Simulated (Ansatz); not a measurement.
# Be2H2 (singlet): the correlation ladder at distance Be1–H3 = 1.216 Å, cc-pVDZ

The task here is to estimate one member of a computed series from the others.

Computed with Ansatz 0.2.0, Gaussian basis. Level: cc-pVDZ, core rule «outside noble gas», up to 2 orbitals frozen.

Plan: UHF; CCSD(T) on RHF; BCCD(T) on RHF; CISD; CCSDT(Q) on RHF; CASSCF and MRCISD+Q, 2 electrons in 2 orbitals; CASSCF and NEVPT2, 2 electrons in 2 orbitals; Full CI.

45 further runs of the same task are left out: 25 for a known fault of the program, 13 that didn't finish, 7 set aside as unsound or not needed. Runs told in other sessions of the task aren't counted.

## The system

The geometry derives from a PBE0/def2-TZVP stationary point (not a proven minimum). One bond is set to the value named and the two fragments are kept rigid.

4 atoms, charge 0, spin multiplicity 1.

Atoms are counted from 1 here; the program's logs count them from 0.

Bond lengths: Be1–H3 1.216 Å, Be2–H4 1.348 Å.

Set-up of the first run:

File in.yaml:

```yaml
crystal:
  periodic: [false, false, false]
  atoms:
    - {symbol: Be, position_ang: [0.000000, 0.000000, 1.085610]}
    - {symbol: Be, position_ang: [0.000000, 0.000000, -1.019851]}
    - {symbol: H, position_ang: [0.000000, 0.000000, 2.301610]}
    - {symbol: H, position_ang: [0.000000, 0.000000, -2.367369]}
basis:
  gaussian: {orbitals: cc-pVDZ}
magnetization: {spin_polarized: true, initial_magnetization: 0}
hamiltonian: {xc: hf}
output: {orbitals: {seedname: orbitals}}
```

Launch:

```bash
> ansatz run in.yaml --threads 1 --pin off --events-out ev --progress --plain --max-ram 2393MiB
```

Among the steps run: UHF; CCSD(T) on RHF; BCCD(T) on RHF; CISD; CCSDT(Q) on RHF; CASSCF and MRCISD+Q, 2 electrons in 2 orbitals; CASSCF and NEVPT2, 2 electrons in 2 orbitals; Full CI.

One of the session's tables, all rows but one given; the rest of the session is left out.

| method | from FCI (kJ/mol) |
| --- | --- |
| RHF | +285.4 |
| RMP2 | +78.6 |
| CISD | +17.6 |
| RCCSD | +4.8 |
| RCCSD(T) | +1.3 |
| BCCD(T) | +1.3 |
| RCCSDT | +0.1 |
| RCCSDT(Q) | 0.0 |
| CASSCF pair | +251.7 |
| NEVPT2 pair | +77.4 |
| MRCISD pair | +14.0 |
| MRCISD+Q pair | ? |
| FCI | 0 |

Estimate the missing values for MRCISD+Q pair.

**Answer.** from FCI (kJ/mol): -1.5. In the column «from FCI (kJ/mol)» it is the lowest.

Limits of these values: MRCISD+Q pair falls below full CI: the +Q correction isn't variational, and the cores differ from full CI's.
